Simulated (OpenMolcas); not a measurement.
# Pt⁵⁺ among point charges: CASSCF and CASPT2 levels and susceptibility

How does a field of 6 point charges split the states of Pt⁵⁺, and what χT follows?

Program: OpenMolcas 26.06. Level of theory: state-averaged CASSCF and CASPT2, spin-orbit coupling by RASSI with atomic mean-field integrals. These are calculated values, not measurements, unless marked.

## Step 1: What is computed

- Species: Pt⁵⁺ (platinum, Z = 78, 73 electrons)
- Basis: ANO-RCC-VDZP [7s6p4d2f], 59 functions
- Scalar Hamiltonian: DKH2, point nucleus
- Inactive shells: 1s 2s 2p 3s 3p 3d 4s 4p 4d 4f 5s 5p
- Active space: 5 electrons in 5 orbitals (5d)
- Some configurations of this space: 5d⁵
- Orbitals: optimised for each spin and parity, averaged over all roots

Outer shells as boxes (Hund's rule):

5d5
```
5d [↑ ][↑ ][↑ ][↑ ][↑ ]
```

The ion sits among 6 point charges of -1.7 e arranged as a trigonal prism (D3h), 2.08 Å from the ion.

The work runs as a chain of OpenMolcas steps in one folder; each step below is one input file. Labels, J, g values, rates, χT and fits are worked out afterwards by a script from the matrices that RASSI stores.

## Step 2: GATEWAY and SEWARD: basis and integrals

The input, a.inp:

```
&GATEWAY
Coord
1

Pt 0.0 0.0 0.0
Basis=ANO-RCC-VDZP
Group=NoSym
NoMove
AngMom=0.0 0.0 0.0
AMFI
XField
6 Angstrom 0
1.572175 0.000000 1.361861 -1.700000
-0.786088 1.361544 1.361861 -1.700000
-0.786088 -1.361544 1.361861 -1.700000
1.572175 0.000000 -1.361861 -1.700000
-0.786088 1.361544 -1.361861 -1.700000
-0.786088 -1.361544 -1.361861 -1.700000
&SEWARD
```

Run with:

```console
OMP_NUM_THREADS=1 MOLCAS_MEM=1689 MOLCAS_PROJECT=a pymolcas a.inp > a.log
```

## Step 3: CASSCF: sextets, 1 root

The input, a.inp:

```
&RASSCF
FileOrb=start.orb
Symmetry=1
Spin=6
nActEl=5 0 0
Inactive=34
Ras2=5
CIRoot=1 1 1
SDav=1
CIMx=300
Iter=120 100
PrWF=0.3
OrbListing=Nothing
MaxOrb=0
>>> COPY $Project.JobIph JOB001
```

start.orb holds the contracted functions of the basis, ordered by shell, or the orbitals of the step before.

## Step 4: CASSCF: quartets, 24 roots

The input, a.inp:

```
&RASSCF
FileOrb=start.orb
Symmetry=1
Spin=4
nActEl=5 0 0
Inactive=34
Ras2=5
CIRoot=24 24 1
SDav=24
CIMx=300
Iter=120 100
PrWF=0.3
OrbListing=Nothing
MaxOrb=0
>>> COPY $Project.JobIph JOB002
```

## Step 5: Reference wave functions, doublets, 75 roots

The input, a.inp:

```
&RASSCF
FileOrb=start.orb
Symmetry=1
Spin=2
nActEl=5 0 0
Inactive=34
Ras2=5
CIRoot=75 75 1
SDav=75
CIMx=300
Iter=120 100
PrWF=0.3
OrbListing=Nothing
MaxOrb=0
>>> COPY $Project.JobIph JOB003
```

## Step 6: RASSI: spin-orbit coupling between the states

The input, a.inp:

```
&RASSI
NrOfJobIphs=3 1 24 75
1
1 2 3 4 5 6 7 8 9 10 11 12 13 14 15 16 17 18 19 20 21 22 23 24
1 2 3 4 5 6 7 8 9 10 11 12 13 14 15 16 17 18 19 20 21 22 23 24 25 26 27
28 29 30 31 32 33 34 35 36 37 38 39 40 41 42 43 44 45 46 47 48 49 50 51
52 53 54 55 56 57 58 59 60 61 62 63 64 65 66 67 68 69 70 71 72 73 74 75
IphNames
JOB001
JOB002
JOB003
EJob
SpinOrbit
DIPRint=1.0
SOCoupling=1000.0
Subsets=2
Property=9
'ANGMOM' 1 'ANGMOM' 2 'ANGMOM' 3 'MLTPL  1' 1 'MLTPL  1' 2 'MLTPL  1' 3
'AMFI' 1 'AMFI' 2 'AMFI' 3
SOProperty=3
'ANGMOM' 1 'ANGMOM' 2 'ANGMOM' 3
```

## Step 7: CASPT2: IPEA 0.25, imaginary shift 0.1 (closed shells correlated: 4f 5s 5p)

The input, a.inp:

```
>>> COPY JOB001 $Project.JobIph
&CASPT2
Multistate=1 1
Frozen=23
IPEA=0.25
Imaginary=0.1
MaxIter=60
WThr=0.0 0.3 0.05
PrWF=0.5
NoMix
>>> COPY JOB002 $Project.JobIph
&CASPT2
Multistate=24 1 2 3 4 5 6 7 8 9 10 11 12 13 14 15 16 17 18 19 20 21 22
23 24
NoMult
Frozen=23
IPEA=0.25
Imaginary=0.1
MaxIter=60
WThr=0.0 0.3 0.05
PrWF=0.5
NoMix
>>> COPY JOB003 $Project.JobIph
&CASPT2
Multistate=75 1 2 3 4 5 6 7 8 9 10 11 12 13 14 15 16 17 18 19 20 21 22
23 24 25 26 27 28 29 30 31 32 33 34 35 36 37 38 39 40 41 42 43 44 45 46
47 48 49 50 51 52 53 54 55 56 57 58 59 60 61 62 63 64 65 66 67 68 69 70
71 72 73 74 75
NoMult
Frozen=23
IPEA=0.25
Imaginary=0.1
MaxIter=60
WThr=0.0 0.3 0.05
PrWF=0.5
NoMix
```

(Steps that only read results are left out.)

Before running it: what results should come out? Wanted: spin-free ground state; lowest level; next level.

The runs gave:

```
                 quantity                                                                           value
                   method  SS-CASPT2, IPEA 0.25, imaginary shift 0.1 (closed shells correlated: 4f 5s 5p)
   spin-free ground state                                                 6A1, 1-fold in its orbital part
             lowest level                                               2-fold E1/2, g = 0.00, 0.00, 9.43
               next level                                                                      478.9 cm⁻¹
              χT at 300 K                                                                  3.61 cm³ K/mol
effective moment at 300 K                                                                         5.37 μB
```

Cost by method:

```csv
method,time of its own steps,time with the reference
A. CASSCF,32 s,32 s
"B. SS-CASPT2, IPEA 0.25, imaginary shift 0.1, +4f 5s 5p",22 s,54 s
```

Times are of one thread on a shared host.

The spin-free ground state (6A1) comes to 100 % from free-ion S terms and keeps the highest spin of the shell. χT at 300 K is 3.61, against 4.39 cm³ K/mol for the spin alone, so spin-orbit coupling lowers it. An active space of the d shell alone favours high spin; real ions in strong fields can be low spin. CASPT2 does not keep the components of a term degenerate, and the means are used. The field of point charges can differ much from that of real complexes. With metal d orbitals alone active, the gaps between spin states are rough; where two lie within a few thousand cm-1, their order is open. This is an electrostatic model: the charges have no orbitals.
